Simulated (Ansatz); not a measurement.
# LuH2: the cost of one run

All numbers are computed with the Python package of Ansatz 0.2.0. The levels of theory stand in the script.

## (1) The system

It takes space group Fm-3m (No. 225, cubic). The conventional cell has a = 5.033 Å, b = 5.033 Å, c = 5.033 Å, α = 90.00°, β = 90.00°, γ = 90.00°. Lu (site symmetry m-3m) is surrounded by 8 H at 2.18 Å. H (site symmetry -43m) is surrounded by 4 Lu at 2.18 Å.

The script holds or builds the structure itself.

## (2) The script

run_lattice.py reads:

```python
"""Relaxed cell of LuH2 under several functionals."""

import logging
import sys
import warnings

import ansatz as az
import numpy as np

logging.basicConfig(stream=sys.stdout, format="[%(levelname)s] %(message)s")
logger = logging.getLogger("calc")
logger.setLevel(logging.INFO)

def edges_and_angles(cell):
    cell = np.asarray(cell)
    a, b, c = np.linalg.norm(cell, axis=1)
    cosines = cell[1] @ cell[2] / (b * c), cell[0] @ cell[2] / (a * c), cell[0] @ cell[1] / (a * b)
    return (a, b, c, *np.degrees(np.arccos(cosines)))

warnings.simplefilter("ignore", az.DeckWarning)

lattice = az.Lattice.of(
    [0.0, 2.5165, 2.5165],
    [2.5165, 0.0, 2.5165],
    [2.5165, 2.5165, 0.0],
)
sites = [
    ("Lu", [0.0, 0.0, 0.0]),
    ("H", [0.25, 0.25, 0.25]),
    ("H", [0.75, 0.75, 0.75]),
]
luh2 = az.Crystal(lattice=lattice)
for symbol, position in sites:
    luh2 = luh2.atom(symbol, position)

calc = (
    luh2.calculation()
    .basis(16 * az.Ha)
    .occupations("gaussian", width=0.1)  # the run then minimises F = E - TS
    .kpoints(11)
    .relax(cell=True)  # relax until the tolerances are met
)

levels = [("lda", "none"), ("pbesol", "d3bj"), ("blyp", "d3bj")]
logger.info("level            a       b       c    alpha   beta  gamma  V/atom  steps")
for name, dispersion in levels:
    seen = []
    run = calc.functional(name, dispersion=dispersion).session().plan()
    result = run.execute(on_event=lambda e: seen.append(e) if e["event"] == "relax_step" else None)
    cell = result.lattice.cell_ang
    label = name if dispersion == "none" else f"{name}+{dispersion}"
    print("{:13s} {:7.4f} {:7.4f} {:7.4f} {:6.2f} {:6.2f} {:6.2f}".format(label, *edges_and_angles(cell)), f"{abs(np.linalg.det(cell)) / len(result.lattice.sites):7.3f} {len(seen):5d}")
```

## (3) The input behind the calls

The engine receives this input (first run):

```yaml
crystal:
  lattice:
    - [0.0, 2.5165, 2.5165]
    - [2.5165, 0.0, 2.5165]
    - [2.5165, 2.5165, 0.0]
  atoms:
    - { symbol: Lu, position: [0.0, 0.0, 0.0] }
    - { symbol: H, position: [0.25, 0.25, 0.25] }
    - { symbol: H, position: [0.75, 0.75, 0.75] }
basis:
  ecutwfc: 435.382179935808
kpoints:
  mp_grid:
    grid: [11, 11, 11]
hamiltonian:
  xc: lda
  dispersion: none
scf:
  occupations:
    method: gaussian
    width: 0.1
relax:
  cell: {}
```

## (4) Running it

Command:

```console
python run_lattice.py
```

**Question.** How long does this script take on 1 thread of Intel Xeon Platinum 8488C (Sapphire Rapids), shared host, and how much memory does it need?

About 26 s, with a peak of 0.46 GiB.
